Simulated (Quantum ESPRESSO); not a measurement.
**HfIn4SiO6 in Quantum ESPRESSO: the effect of functional**

The system is HfIn4SiO6.

```xyz
12
Lattice="5.2774 0.0000 0.0000 -2.6387 4.5704 0.0000 0.0000 0.0000 10.5590" Properties=species:S:1:pos:R:3 pbc="T T T"
Hf    0.0000    0.0000    0.0000
In    0.0000    3.0469    3.2148
In    0.0000    3.0469    7.3442
In    2.6387    1.5234    8.3331
In    2.6387    1.5234    2.2260
Si    0.0000    3.0469    0.0000
O     0.6361    1.6984    9.5002
O     1.4859    3.1703    1.0589
O     0.8498    4.2720    9.5002
O    -0.6360    1.6984    1.0589
O    -1.4858    3.1703    9.5002
O    -0.8498    4.2720    1.0589
```

The cell was built by a generator and needn't be a form met in nature.

Alike in all runs:

| Quantity | Value |
| --- | --- |
| Program | Quantum ESPRESSO 7.5 |
| Task | band structure |
| Potentials or basis | SG15 PBE 1.2 |
| Cutoff | 1197 eV |
| Density cutoff | 4789 eV |
| k mesh | 4 × 4 × 2 |
| Occupations | fermi-dirac, width 0.05 eV |
| Spin | no spin polarisation |

**Question.** One run gave: gap on the mesh 0.32 eV; pressure -4.8 GPa; largest force 0.49 eV/Å. Which functional did it use?
A. LDA
B. PBEsol
C. PBE

**Answer.** A.

| functional | gap on the mesh (eV) | pressure (GPa) | largest force (eV/Å) |
| --- | --- | --- | --- |
| LDA | 0.32 | -4.8 | 0.49 |
| PBEsol | 0.31 | -2.5 | 0.27 |
| PBE | 0.34 | 0.2 | 0.05 |

Caveats: some levels on the path didn't converge; spin-orbit coupling is left out, which moves the levels of the heavy elements; the mesh misses the band edges, which the band path finds closer together; the potentials were made for another functional, which shifts forces and pressure (some runs).
